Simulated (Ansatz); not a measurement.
Geometry optimisation, DFT PBE-D3(BJ), scalar-relativistic, plane waves, PAW (Ansatz).

Input file:

```yaml
crystal:
  lattice:
    - [-3.605, -6.244043, 0.0]
    - [5.4075, -3.122022, 0.0]
    - [0.0, 0.0, 5.46]
  atoms:
    - { symbol: Sn, position: [0.75, 0.5, 0.0] }
    - { symbol: S, position: [0.5, 0.6666667, 0.729] }
    - { symbol: S, position: [0.5, 0.3333333, 0.271] }
    - { symbol: Sn, position: [0.5, 0.0, 0.0] }
    - { symbol: S, position: [0.25, 0.1666667, 0.729] }
    - { symbol: S, position: [0.25, 0.8333333, 0.271] }
    - { symbol: Sn, position: [0.25, 0.5, 0.0] }
    - { symbol: S, position: [0.0, 0.6666667, 0.729] }
    - { symbol: S, position: [0.0, 0.3333333, 0.271] }
    - { symbol: Sn, position: [0.0, 0.0, 0.0] }
    - { symbol: S, position: [0.75, 0.1666667, 0.729] }
    - { symbol: S, position: [0.75, 0.8333333, 0.271] }
    - { symbol: F, position: [0.5109163, 0.6707194, 0.133872], spin: 1.0 }
magnetization:
  spin_polarized: true
basis:
  ecutwfc: 420.0
kpoints:
  mp_grid: { grid: [2, 2, 3] }
hamiltonian:
  xc: pbe
  dispersion: d3bj
scf:
  occupations: { method: gaussian, width: 0.05 }
  lower_state_search: "off"
relax:
  f_tol: 0.03
  max_steps: 60
  adjacent_minimum: "off"
output:
  write_density: true
  write_potential: true
  elf: true
  volumetric_format: npy
```

Run as:

```bash
$ ansatz run input.yaml --threads 2 --pin off --max-ram 5120MiB --backend cpu --events-out ev --progress --plain --runs-dir out
```

Question: Where does it end, and by what steps?

Answer: The forces met the threshold. The force dipped under the threshold on the way, but the program's further checks kept it going. Limits of this set-up: coarse k mesh, a small cell, in which the defect meets its images, a typed lattice constant that wasn't relaxed here. After 10 steps the energy has fallen by 2.952 eV; F13 moved furthest, 1.34 Å. Parted: Sn1–F13 (2.15 → 3.18 Å).

| step | energy less start (eV) | largest force component (eV/Å) | accepted |
| --- | --- | --- | --- |
| 0 | 0.0000 | 3.167 | yes |
| 1 | -1.3550 | 1.413 | yes |
| 2 | -1.7930 | 0.817 | yes |
| 3 | -2.1605 | 0.813 | yes |
| 4 | -2.4981 | 0.816 | yes |
| 5 | -2.7219 | 0.552 | yes |
| 6 | -2.8655 | 0.298 | yes |
| 7 | -2.9324 | 0.141 | yes |
| 8 | -2.9481 | 0.103 | yes |
| 9 | -2.9518 | 0.027 | yes |
| 10 | -2.9518 | 0.027 | yes |

```xyz
13
Lattice="-3.6050 -6.2440 0.0000 5.4075 -3.1220 0.0000 0.0000 0.0000 5.4600" Properties=species:S:1:pos:R:3
Sn -0.071 -6.263 0.062
S 1.735 -5.174 4.119
S -0.044 -4.138 1.483
Sn -1.796 -3.088 -0.027
S -0.045 -2.163 3.841
S 3.799 -3.783 1.377
Sn 1.782 -3.060 0.062
S 3.379 -1.962 3.843
S 1.567 -0.909 1.340
Sn -0.049 0.037 -0.500
S -1.752 -5.091 3.859
S 1.513 -7.687 1.393
F 2.583 -5.711 1.720
```

Whether the end is a true minimum wasn't checked by a vibrational analysis.

The run took 95 s on 2 threads of AMD EPYC 9R45 96-Core Processor (Zen 5), with other jobs on the host, peak memory 0.77 GiB.
